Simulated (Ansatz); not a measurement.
**B₂Cl₂F₂H₂S₂: how energies converge with the basis set**

The task here is to estimate one member of a computed series from the others.

Method: one geometry, several basis sets; program: Ansatz 0.2.0, Gaussian basis.

Levels to be run: PBE0-D4/def2-SVP; ωB97M-V/def2-SVP; PBE0-D4/def2-QZVPP; ωB97M-V/def2-QZVPP; the functionals' def2-TZVPP values are taken from earlier runs.

## The relaxed structure

All runs share one geometry, relaxed beforehand with PBE0-D4 in a triple-zeta def2 set.

10 atoms, charge 0, spin multiplicity 1.

Atoms are counted from 1 here; the program's logs count them from 0.

Bond lengths: F1–B2 1.345 Å, B2–Cl3 1.792 Å, B2–S4 2.007 Å, B2–S8 2.007 Å, S4–B5 2.007 Å, S4–H9 1.347 Å, B5–F6 1.345 Å, B5–Cl7 1.792 Å, B5–S8 2.007 Å, S8–H10 1.347 Å. Angles: F1–B2–Cl3 117.7°, F1–B2–S4 111.3°, F1–B2–S8 111.3°, Cl3–B2–S4 109.0°, Cl3–B2–S8 109.0°, S4–B2–S8 96.2°, B2–S4–B5 82.5°, B2–S4–H9 94.8°, B5–S4–H9 94.8°, S4–B5–F6 111.3°, S4–B5–Cl7 109.0°, S4–B5–S8 96.2°, F6–B5–Cl7 117.7°, F6–B5–S8 111.3°, Cl7–B5–S8 109.0°, B2–S8–B5 82.4°, B2–S8–H10 94.8°, B5–S8–H10 94.8°.

Coordinates:

```xyz
10
B2Cl2F2H2S2
F    -0.9523   -1.4913   -1.5586
B     0.0522   -1.1178   -0.7460
Cl    1.5018   -2.1688   -0.6743
S    -0.6055   -0.7812    1.1202
B     0.3574    0.9608    0.8617
F    -0.4387    2.0066    1.1469
Cl    1.9489    0.8763    1.6808
S     0.6286    0.7685   -1.1177
H    -1.8044   -0.3052    0.7325
H    -0.6051    1.2008   -1.4424
```

The first run:

Contents of in.yaml:

```yaml
crystal:
  periodic: [false, false, false]
  atoms:
    - {symbol: F, position_ang: [-0.952256, -1.491322, -1.558556]}
    - {symbol: B, position_ang: [0.052240, -1.117811, -0.745993]}
    - {symbol: Cl, position_ang: [1.501797, -2.168755, -0.674338]}
    - {symbol: S, position_ang: [-0.605487, -0.781161, 1.120203]}
    - {symbol: B, position_ang: [0.357433, 0.960828, 0.861702]}
    - {symbol: F, position_ang: [-0.438667, 2.006627, 1.146856]}
    - {symbol: Cl, position_ang: [1.948896, 0.876329, 1.680813]}
    - {symbol: S, position_ang: [0.628567, 0.768525, -1.117729]}
    - {symbol: H, position_ang: [-1.804406, -0.305238, 0.732469]}
    - {symbol: H, position_ang: [-0.605116, 1.200778, -1.442429]}
basis:
  gaussian: {orbitals: def2-SVP}
hamiltonian: {xc: pbe0, dispersion: d4}
output: {orbitals: {seedname: orbitals}}
```

Run with:

```sh
ansatz run in.yaml --threads 4 --pin off --events-out ev --progress --plain --max-ram 11315MiB
```

Among the steps run: PBE0-D4 in def2-SVP; ωB97M-V in def2-SVP; PBE0-D4 in def2-QZVPP; ωB97M-V in def2-QZVPP.

One table of the session follows, with a row left open; its other results are not shown here.

It belongs to the step «Density functionals: the series». 

```
functional       basis  HOMO (eV)
   PBE0-D4    def2-SVP      -8.61
   PBE0-D4  def2-TZVPP      -8.73
   PBE0-D4  def2-QZVPP          ?
   ωB97M-V    def2-SVP     -10.74
   ωB97M-V  def2-TZVPP     -10.84
   ωB97M-V  def2-QZVPP     -10.87
```

**Question.** Estimate the row for PBE0-D4, def2-QZVPP.

As computed: HOMO (eV): -8.76. In the column «HOMO (eV)» it lies between ωB97M-V, def2-SVP (-10.74) and PBE0-D4, def2-TZVPP (-8.73).
